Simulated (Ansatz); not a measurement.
I need a single point in a Gaussian basis of FH2IO2Ti, SMILES [OH][Ti]([OH])([F])[I]. Use the Ansatz DFT code, driven from Python. Use: r2SCAN, def2-SVP basis, multiplicity 1.

```tsv
atom	x (Å)	y (Å)	z (Å)
O	-1.1280	0.0724	1.2666
Ti	0.0238	-0.0260	-0.2933
O	1.8192	-0.4042	0.3163
F	-0.4942	-1.4323	-1.4434
I	0.0143	2.3136	-1.6847
H	-1.9606	0.6327	0.9123
H	1.7867	-1.2242	0.8805
```

`run_energy.py`:
```python
# -*- coding: utf-8 -*-
from pathlib import Path

import ansatz as az
import numpy as np
import pandas as pd

BASIS = "def2-SVP"
XC = "r2scan"

GEOMETRY = """
O    -1.12800    0.07240    1.26660
Ti    0.02380   -0.02600   -0.29330
O     1.81920   -0.40420    0.31630
F    -0.49420   -1.43230   -1.44340
I     0.01430    2.31360   -1.68470
H    -1.96060    0.63270    0.91230
H     1.78670   -1.22420    0.88050
"""

geometry = az.Crystal.molecule()
for line in GEOMETRY.strip().splitlines():
    symbol, *xyz = line.split()
    geometry = geometry.atom(symbol, [float(v) for v in xyz])

calculation = geometry.calculation()
calculation = calculation.basis(gaussian=BASIS).functional(XC)
calculation = calculation.forces().orbitals()
print(calculation.to_yaml())
done = calculation.run(threads=1, backend="cpu", runs_dir="out")
report = done.report

print(f"E = {report['free_energy_ev']:.6f} eV = {report['free_energy_ev'] / 27.211386246:.7f} Ha")
print("converged:", report["converged"], " doubts:", report["published_state_doubts"] or "none")

state = report["mean_field"]["state"]
print(f"mean field: {state['energy']['hartree']:.7f} Ha, <S^2> = {abs(state['spin_squared']):.4f}, stability: {state.get('stability', {}).get('kind')}")

symbols = [site.symbol for site in geometry.cartesian_sites]
print("forces (eV/A)")
for symbol, f in zip(symbols, report["forces_ev_ang"]):
    print(f"  {symbol:2s} {f[0]:9.4f} {f[1]:9.4f} {f[2]:9.4f}")

charges = report["charge_distribution"]
table = pd.DataFrame({"atom": symbols, "mulliken": charges["mulliken_charges_e"], "lowdin": charges["lowdin_charges_e"]})
print(table.round(3).to_string())
print("dipole (e A):", np.round(charges["dipole_moment_e_ang"], 4) + 0.0)

lines = Path(report["orbitals_path"]).read_text().splitlines()
field_of = lambda key: [line.split("=")[1].strip() for line in lines if line.startswith(key)]
orbitals = [(27.211386 * float(e), s, float(n)) for e, s, n in zip(field_of("Ene="), field_of("Spin="), field_of("Occup="))]
homo = max(e for e, _, n in orbitals if n > 0.5)
lumo = min(e for e, _, n in orbitals if n < 0.5)
print(f"HOMO {homo:.3f} eV, LUMO {lumo:.3f} eV, gap {lumo - homo:.3f} eV")
```

```console
$ python run_energy.py
crystal:
  periodic: [false, false, false]
  atoms:
    - { symbol: O, position_ang: [-1.128, 0.0724, 1.2666] }
    - { symbol: Ti, position_ang: [0.0238, -0.026, -0.2933] }
    - { symbol: O, position_ang: [1.8192, -0.4042, 0.3163] }
    - { symbol: F, position_ang: [-0.4942, -1.4323, -1.4434] }
    - { symbol: I, position_ang: [0.0143, 2.3136, -1.6847] }
    - { symbol: H, position_ang: [-1.9606, 0.6327, 0.9123] }
    - { symbol: H, position_ang: [1.7867, -1.2242, 0.8805] }
basis:
  gaussian:
    orbitals: def2-SVP
hamiltonian:
  xc: r2scan
output:
  orbitals: {}
  forces: true

E = -38056.411587 eV = -1398.5473303 Ha
converged: True  doubts: none
mean field: -1398.5473303 Ha, <S^2> = 0.0000, stability: minimum
forces (eV/A)
  O    -0.6942    1.6070   -3.9037
  Ti    0.6847   -1.7108    0.7675
  O    -3.2867   -0.3028   -0.3780
  F     0.7485    2.4028    2.0515
  I    -0.0627   -1.1100    0.7096
  H     2.3762   -1.7215    1.2800
  H     0.2343    0.8353   -0.5268
  atom  mulliken  lowdin
0    O    -0.460  -0.015
1   Ti     0.945  -0.175
2    O    -0.432   0.049
3    F    -0.380  -0.058
4    I    -0.161   0.098
5    H     0.255   0.077
6    H     0.232   0.023
dipole (e A): [-0.2054 -0.0423  0.2762]
HOMO -7.227 eV, LUMO -4.569 eV, gap 2.658 eV
```

Caveats:
- Total energies depend on the basis set; only differences at equal settings carry meaning.
- The geometry is a force-field or estimated start, not a minimum of this method, and the basis set is short of its limit.
- def2 sets replace the cores of elements past krypton by effective core potentials.
- The Löwdin charges here are taken after orthogonalising the functions within each atom; they differ from plain Löwdin charges, and their signs can be unphysical.
- Levels such as HOMO and LUMO are orbital energies: with these approximate functionals they aren't the ionisation energy and electron affinity, and their gap isn't the fundamental gap.
- It ran for 14 s on 1 thread of Arm Neoverse V1 (shared host), peak memory 0.3 GiB.

(A comment or docstring line of the script was reworded after the run, the code is as it ran; lines on the test bed's own set-up are left out of the output.)
